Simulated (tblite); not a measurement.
# C7H11FOSi: the cost of one run

Computed with tblite 0.8.0 and PySCF 2.14.0, with density-fitted response routines of our own, on a single molecule in the gas phase. Atoms are numbered from 0 throughout.

**1. The molecule as given**

21 atoms, charge 0, multiplicity 1; geometry from: force field or distance geometry start.

Bonds of the start (Å): F0–C1 1.35, C1–C2 1.55, C2–O3 1.38, O3–C4 1.41, C4–Si5 1.82, Si5–C6 1.84, C6–C7 1.32, C7–C8 1.45, C8–C9 1.51, Si5–C1 1.86, C9–Si5 1.84, C1–H10 1.11, C2–H11 1.07, C2–H12 1.11, C4–H13 1.10, C4–H14 1.11, C6–H15 1.06, C7–H16 1.12, C8–H17 1.14, C8–H18 1.11, C9–H19 1.13, C9–H20 1.11.

**2. Optimising the geometry with GFN2-xTB**

What the job is given:

```
{"job": {"kind": "relax", "xc": "GFN2-xTB", "basis": "xTB"}, "charge": 0, "multiplicity": 1}
F      1.432100     2.192800     0.781700
C      1.486600     0.855900     0.941000
C      2.609800     0.189200     0.112600
O      2.333200    -1.161500     0.070300
C      1.131100    -1.364100    -0.638800
Si     0.114700    -0.029800     0.056700
C     -0.817400     1.021800    -1.124600
C     -2.095300     0.736800    -0.962700
C     -2.420600    -0.269300     0.023000
C     -1.355100    -0.465500     1.069600
H      1.582100     0.516100     1.998100
H      3.590500     0.438700     0.474300
H      2.477900     0.551100    -0.927600
H      0.770700    -2.353600    -0.309600
H      1.334500    -1.304600    -1.728700
H     -0.366300     1.723200    -1.782000
H     -2.863200     1.258600    -1.583200
H     -3.305600     0.132900     0.614000
H     -2.772100    -1.238000    -0.383900
H     -1.365100    -1.563300     1.322400
H     -1.511600     0.149600     1.976900
```

On the command line:

```bash
> OMP_NUM_THREADS=1 python probes_run.py task.json out
```

The driver reads the jobs from task.json and runs them one after another.

**Question.** How long does this first job take on 1 thread of Arm Neoverse N1, shared host, and how much memory does it need?

About 1.3 s, with a peak of 0.18 GiB.
